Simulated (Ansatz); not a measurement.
I need harmonic frequencies at the relaxed geometry of CH4BF2Sb, SMILES C[BH][Sb]([F])[F]. Use Ansatz 0.2.0, Python API. Use (for the species named): B3LYP, def2-SVP basis, multiplicity 1.

`ch4bf2sb.xyz`
```text
9

C    -1.03150   -0.17370    0.45960
B     0.45930   -0.32490    0.75890
Sb    1.96390    0.19970   -0.79610
F     1.04380   -0.73640   -2.21400
F     1.09920    1.92940   -1.19590
H    -1.36160   -0.73440   -0.42830
H    -1.25440    0.94080    0.22650
H    -1.64170   -0.42170    1.32120
H     0.81150   -0.72490    1.85100
```

`freq.py`:
```python
# -*- coding: utf-8 -*-
import ansatz as az
import numpy as np

SETTINGS = {
    "basis": "def2-SVP",
    "xc": "b3lyp",
}

molecule = az.Crystal.molecule_from_extxyz("ch4bf2sb.xyz")

model = (
    molecule.calculation()
    .basis(gaussian=SETTINGS["basis"])
    .functional(SETTINGS["xc"])
)
symbols = [site.symbol for site in molecule.cartesian_sites]
start = np.array([site.position_ang for site in molecule.cartesian_sites], dtype=float)
rep = model.relax(force_tolerance=0.003, max_steps=100).run(threads=1, backend="cpu").report
end = np.array(rep["positions_ang"])

print("bond        before    after (A)")
for i, j in [(0, 1), (0, 5), (0, 6), (0, 7), (1, 2), (1, 8), (2, 3), (2, 4)]:
    d0, d1 = (np.linalg.norm(xyz[i] - xyz[j]) for xyz in (start, end))
    print(f"{symbols[i]}{i}-{symbols[j]}{j}".ljust(10), f"{d0:8.4f} {d1:8.4f}")
for i, j, k in [(1, 0, 5), (1, 0, 6), (1, 0, 7), (5, 0, 6), (5, 0, 7), (6, 0, 7), (0, 1, 2), (0, 1, 8)]:
    u, v = end[i] - end[j], end[k] - end[j]
    print(f"angle {symbols[i]}{i}-{symbols[j]}{j}-{symbols[k]}{k}: {np.degrees(np.arccos(np.clip(u @ v / np.linalg.norm(u) / np.linalg.norm(v), -1, 1))):.2f} deg")

minimum = az.Crystal.molecule()
for symbol, xyz in zip(symbols, end):
    minimum = minimum.atom(symbol, xyz.tolist())
vibrating = (
    minimum.calculation()
    .basis(gaussian=SETTINGS["basis"])
    .functional(SETTINGS["xc"])
    .phonons(temperatures=(100, 500, 100))
)
vib = vibrating.run(threads=1, backend="cpu").report["vibrations"]
sums = vib["harmonic_sums"]
modes = [m["omega_inv_cm"] for m in sums["modes_at_gamma"] if m["rigid_motion"] == "no"]
print("frequencies (1/cm):", " ".join(f"{w:.0f}" for w in modes))
print("imaginary modes:", sum(w < 0 for w in modes), " zero-point energy:", round(sums["zero_point_energy_ev"], 4), "eV")
print("T (K)   F_vib (eV)   S_vib (meV/K)   C_vib (meV/K)")
for row in zip(sums["temperatures_k"], sums["vibrational_free_energy_ev"], vib["entropy_ev_per_k"], vib["heat_capacity_ev_per_k"]):
    print(f"{row[0]:6.1f} {row[1]:11.4f} {1000 * row[2]:13.4f} {1000 * row[3]:15.4f}")
```

```console
$ python freq.py
bond        before    after (A)
C0-B1        1.5280   1.5462
C0-H5        1.1008   1.0998
C0-H6        1.1602   1.1149
C0-H7        1.0845   1.1018
B1-Sb2       2.2264   2.3026
B1-H8        1.2152   1.2082
Sb2-F3       1.9322   1.9596
Sb2-F4       1.9747   1.9656
angle B1-C0-H5: 115.07 deg
angle B1-C0-H6: 101.72 deg
angle B1-C0-H7: 115.09 deg
angle H5-C0-H6: 105.82 deg
angle H5-C0-H7: 111.79 deg
angle H6-C0-H7: 105.89 deg
angle C0-B1-Sb2: 118.16 deg
angle C0-B1-H8: 122.99 deg
frequencies (1/cm): 55 107 120 153 192 267 450 526 596 605 794 812 1033 1097 1296 1389 1434 2605 2965 3072 3139
imaginary modes: 0  zero-point energy: 1.4077 eV
T (K)   F_vib (eV)   S_vib (meV/K)   C_vib (meV/K)
 100.0      1.3969        0.2808          0.3650
 200.0      1.3519        0.6091          0.5994
 300.0      1.2767        0.8900          0.7934
 400.0      1.1749        1.1405          0.9495
 500.0      1.0494        1.3661          1.0716
```

What to keep in mind:
- The frequencies are harmonic and unscaled, in a modest basis. The result belongs to the one conformer reached from this start, and soft torsions count as harmonic oscillators.
- def2 sets replace the cores of elements past krypton by effective core potentials.
- b3lyp holds the VWN-RPA fit, as in Gaussian; the form of ORCA and Turbomole is b3lyp5.
- Timing: 3.4 min on 1 thread of Intel(R) Xeon(R) 6975P-C (Granite Rapids), on a shared host, peak memory 0.32 GiB.

(A comment or docstring line of the script was reworded after the run, the code is as it ran; lines on the test bed's own set-up are left out of the output.)
